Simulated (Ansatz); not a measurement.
# Molecular dynamics of AgPdI$_{3}$O$_{9}$

Input file:

```yaml
crystal:
  lattice:
    - [7.622839, 0.0, 0.0]
    - [1.130736, 8.283806, 0.0]
    - [2.104227, 3.838376, 7.821626]
  atoms:
    - { symbol: Ag, position: [0.318162, 0.174134, 0.161387] }
    - { symbol: Ag, position: [0.681838, 0.825866, 0.838613] }
    - { symbol: Pd, position: [0.0, 0.0, 0.5] }
    - { symbol: Pd, position: [0.0, 0.0, 0.0] }
    - { symbol: I, position: [0.278857, 0.20601, 0.602569] }
    - { symbol: I, position: [0.721143, 0.79399, 0.397431] }
    - { symbol: I, position: [0.251274, 0.645424, 0.767013] }
    - { symbol: I, position: [0.748726, 0.354576, 0.232987] }
    - { symbol: I, position: [0.69431, 0.283477, 0.785651] }
    - { symbol: I, position: [0.30569, 0.716523, 0.214349] }
    - { symbol: O, position: [0.139663, 0.222728, 0.442827] }
    - { symbol: O, position: [0.860337, 0.777272, 0.557173] }
    - { symbol: O, position: [0.078286, 0.221897, 0.771837] }
    - { symbol: O, position: [0.921714, 0.778103, 0.228163] }
    - { symbol: O, position: [0.315744, 0.44833, 0.507724] }
    - { symbol: O, position: [0.684256, 0.55167, 0.492276] }
    - { symbol: O, position: [0.090768, 0.857914, 0.729759] }
    - { symbol: O, position: [0.909232, 0.142086, 0.270241] }
    - { symbol: O, position: [0.215265, 0.559832, 0.000995] }
    - { symbol: O, position: [0.784735, 0.440168, 0.999005] }
    - { symbol: O, position: [0.46884, 0.767169, 0.685623] }
    - { symbol: O, position: [0.53116, 0.232831, 0.314377] }
    - { symbol: O, position: [0.728411, 0.067023, 0.98674] }
    - { symbol: O, position: [0.271589, 0.932977, 0.01326] }
    - { symbol: O, position: [0.669939, 0.163626, 0.659171] }
    - { symbol: O, position: [0.330061, 0.836374, 0.340829] }
    - { symbol: O, position: [0.449174, 0.323437, 0.862995] }
    - { symbol: O, position: [0.550826, 0.676563, 0.137005] }
basis:
  ecutwfc: 420.0
kpoints:
  mp_grid: { grid: [2, 2, 2] }
hamiltonian:
  xc: pbesol
scf:
  occupations: { method: fermi_dirac, width: 0.05 }
  lower_state_search: "off"
md:
  timestep: 1.5
  n_steps: 170
  ensemble: nvt_nose_hoover
  temperature: 500.0
  initial_velocities: maxwell_boltzmann
  seed: 147321
  nose_hoover: { tau: 50.0, chain_length: 3 }
```

Launched with:

```bash
$ ansatz run input.yaml --threads 4 --pin off --max-ram 10240MiB --backend cpu --events-out ev --progress --plain --runs-dir out
```

It starts from an unrelaxed structure (largest force component 1.30 eV/Å).

Output, in part (step lines):

```
md step     0: t =     0.00 fs  T =   500.0 K  F+E_penalty+E_count = -83508.09496086 eV  E_kin = 1.745010 eV  conserved = -83506.34995088 eV  (13 SCF iters)
md step     1: t =     1.50 fs  T =   500.7 K  F+E_penalty+E_count = -83508.09762394 eV  E_kin = 1.747463 eV  conserved = -83506.35016010 eV  (10 SCF iters)
md step     2: t =     3.00 fs  T =   498.5 K  F+E_penalty+E_count = -83508.09020397 eV  E_kin = 1.739789 eV  conserved = -83506.35041203 eV  (10 SCF iters)
md step     3: t =     4.50 fs  T =   492.5 K  F+E_penalty+E_count = -83508.06959545 eV  E_kin = 1.719008 eV  conserved = -83506.35059382 eV  (10 SCF iters)
md step     4: t =     6.00 fs  T =   482.4 K  F+E_penalty+E_count = -83508.03400394 eV  E_kin = 1.683498 eV  conserved = -83506.35057049 eV  (10 SCF iters)
md step     5: t =     7.50 fs  T =   468.4 K  F+E_penalty+E_count = -83507.98488979 eV  E_kin = 1.634874 eV  conserved = -83506.35024517 eV  (6 SCF iters)
md step     6: t =     9.00 fs  T =   452.5 K  F+E_penalty+E_count = -83507.92824789 eV  E_kin = 1.579184 eV  conserved = -83506.34963771 eV  (4 SCF iters)
md step     7: t =    10.50 fs  T =   437.4 K  F+E_penalty+E_count = -83507.87412810 eV  E_kin = 1.526374 eV  conserved = -83506.34892741 eV  (4 SCF iters)
[... lines left out ...]
md step   170: t =   255.00 fs  T =   530.7 K  F+E_penalty+E_count = -83507.26242917 eV  E_kin = 1.852262 eV  conserved = -83506.34696223 eV  (10 SCF iters)
```

The steps, from the saved trajectory:

```json
{"time (fs)": "0.0", "T (K)": "500", "potential energy less start (eV)": "0.000", "conserved less start (meV/atom)": "0.00"}
{"time (fs)": "7.5", "T (K)": "468", "potential energy less start (eV)": "0.110", "conserved less start (meV/atom)": "-0.01"}
{"time (fs)": "15.0", "T (K)": "424", "potential energy less start (eV)": "0.273", "conserved less start (meV/atom)": "0.05"}
{"time (fs)": "22.5", "T (K)": "458", "potential energy less start (eV)": "0.164", "conserved less start (meV/atom)": "-0.04"}
{"time (fs)": "30.0", "T (K)": "376", "potential energy less start (eV)": "0.475", "conserved less start (meV/atom)": "0.01"}
{"time (fs)": "37.5", "T (K)": "280", "potential energy less start (eV)": "0.844", "conserved less start (meV/atom)": "0.08"}
{"time (fs)": "45.0", "T (K)": "354", "potential energy less start (eV)": "0.641", "conserved less start (meV/atom)": "0.04"}
{"time (fs)": "52.5", "T (K)": "479", "potential energy less start (eV)": "0.303", "conserved less start (meV/atom)": "-0.04"}
{"time (fs)": "60.0", "T (K)": "495", "potential energy less start (eV)": "0.374", "conserved less start (meV/atom)": "0.08"}
{"time (fs)": "67.5", "T (K)": "586", "potential energy less start (eV)": "0.180", "conserved less start (meV/atom)": "-0.04"}
{"time (fs)": "75.0", "T (K)": "517", "potential energy less start (eV)": "0.526", "conserved less start (meV/atom)": "0.05"}
{"time (fs)": "82.5", "T (K)": "409", "potential energy less start (eV)": "0.970", "conserved less start (meV/atom)": "0.11"}
{"time (fs)": "90.0", "T (K)": "445", "potential energy less start (eV)": "0.901", "conserved less start (meV/atom)": "0.08"}
{"time (fs)": "97.5", "T (K)": "556", "potential energy less start (eV)": "0.566", "conserved less start (meV/atom)": "0.03"}
{"time (fs)": "105.0", "T (K)": "566", "potential energy less start (eV)": "0.572", "conserved less start (meV/atom)": "0.00"}
{"time (fs)": "112.5", "T (K)": "487", "potential energy less start (eV)": "0.868", "conserved less start (meV/atom)": "0.08"}
{"time (fs)": "120.0", "T (K)": "491", "potential energy less start (eV)": "0.868", "conserved less start (meV/atom)": "0.01"}
{"time (fs)": "127.5", "T (K)": "438", "potential energy less start (eV)": "1.071", "conserved less start (meV/atom)": "0.07"}
{"time (fs)": "135.0", "T (K)": "432", "potential energy less start (eV)": "1.112", "conserved less start (meV/atom)": "0.07"}
{"time (fs)": "142.5", "T (K)": "496", "potential energy less start (eV)": "0.913", "conserved less start (meV/atom)": "0.06"}
{"time (fs)": "150.0", "T (K)": "518", "potential energy less start (eV)": "0.864", "conserved less start (meV/atom)": "-0.03"}
{"time (fs)": "157.5", "T (K)": "372", "potential energy less start (eV)": "1.404", "conserved less start (meV/atom)": "0.20"}
{"time (fs)": "165.0", "T (K)": "501", "potential energy less start (eV)": "0.982", "conserved less start (meV/atom)": "0.01"}
{"time (fs)": "172.5", "T (K)": "570", "potential energy less start (eV)": "0.786", "conserved less start (meV/atom)": "0.01"}
{"time (fs)": "180.0", "T (K)": "438", "potential energy less start (eV)": "1.284", "conserved less start (meV/atom)": "0.13"}
{"time (fs)": "187.5", "T (K)": "445", "potential energy less start (eV)": "1.294", "conserved less start (meV/atom)": "0.16"}
{"time (fs)": "195.0", "T (K)": "650", "potential energy less start (eV)": "0.625", "conserved less start (meV/atom)": "-0.03"}
{"time (fs)": "202.5", "T (K)": "599", "potential energy less start (eV)": "0.843", "conserved less start (meV/atom)": "0.07"}
{"time (fs)": "210.0", "T (K)": "600", "potential energy less start (eV)": "0.857", "conserved less start (meV/atom)": "0.11"}
{"time (fs)": "217.5", "T (K)": "717", "potential energy less start (eV)": "0.436", "conserved less start (meV/atom)": "-0.04"}
{"time (fs)": "225.0", "T (K)": "523", "potential energy less start (eV)": "1.076", "conserved less start (meV/atom)": "0.13"}
{"time (fs)": "232.5", "T (K)": "434", "potential energy less start (eV)": "1.343", "conserved less start (meV/atom)": "0.13"}
{"time (fs)": "240.0", "T (K)": "502", "potential energy less start (eV)": "1.061", "conserved less start (meV/atom)": "0.06"}
{"time (fs)": "247.5", "T (K)": "530", "potential energy less start (eV)": "0.906", "conserved less start (meV/atom)": "0.05"}
{"time (fs)": "255.0", "T (K)": "531", "potential energy less start (eV)": "0.833", "conserved less start (meV/atom)": "0.11"}
```

All steps were run. The conserved energy stayed within 0.24 meV per atom of its start (net change 0.11 meV per atom), so the integration is sound. A run of 0.26 ps of so small a system gives no equilibrium averages.

Mean squared displacements from the first frame to the last, about the centre of mass: Ag 0.49 Å², Pd 0.04 Å², I 0.05 Å², O 0.16 Å².

Last frame:

```xyz
28
Lattice="7.6228 0.0000 0.0000 1.1307 8.2838 0.0000 2.1042 3.8384 7.8216" Properties=species:S:1:pos:R:3
Ag 3.316 2.114 1.212
Ag 7.146 10.591 6.444
Pd 1.286 1.839 3.826
Pd -0.057 0.067 -0.046
I 3.696 3.828 4.657
I 7.306 8.193 3.221
I 4.473 8.174 5.804
I 6.489 3.644 2.137
I 7.262 5.368 6.197
I 3.500 6.799 1.714
O 2.460 3.296 3.306
O 8.733 8.752 4.364
O 2.414 4.469 5.873
O 8.488 7.384 1.828
O 3.934 5.473 3.902
O 6.878 6.660 4.023
O 3.570 9.883 5.377
O 7.882 2.318 2.018
O 2.175 4.573 -0.231
O 7.805 7.421 8.279
O 6.066 8.962 5.624
O 5.396 2.609 2.956
O 7.736 4.288 7.660
O 2.910 7.774 0.181
O 6.707 3.933 5.099
O 4.337 8.214 2.500
O 5.660 6.040 6.681
O 4.843 6.065 0.834
```

Time of the run: 20 min on 4 threads of Arm Neoverse V2 (shared host), peak memory 2.4 GiB.
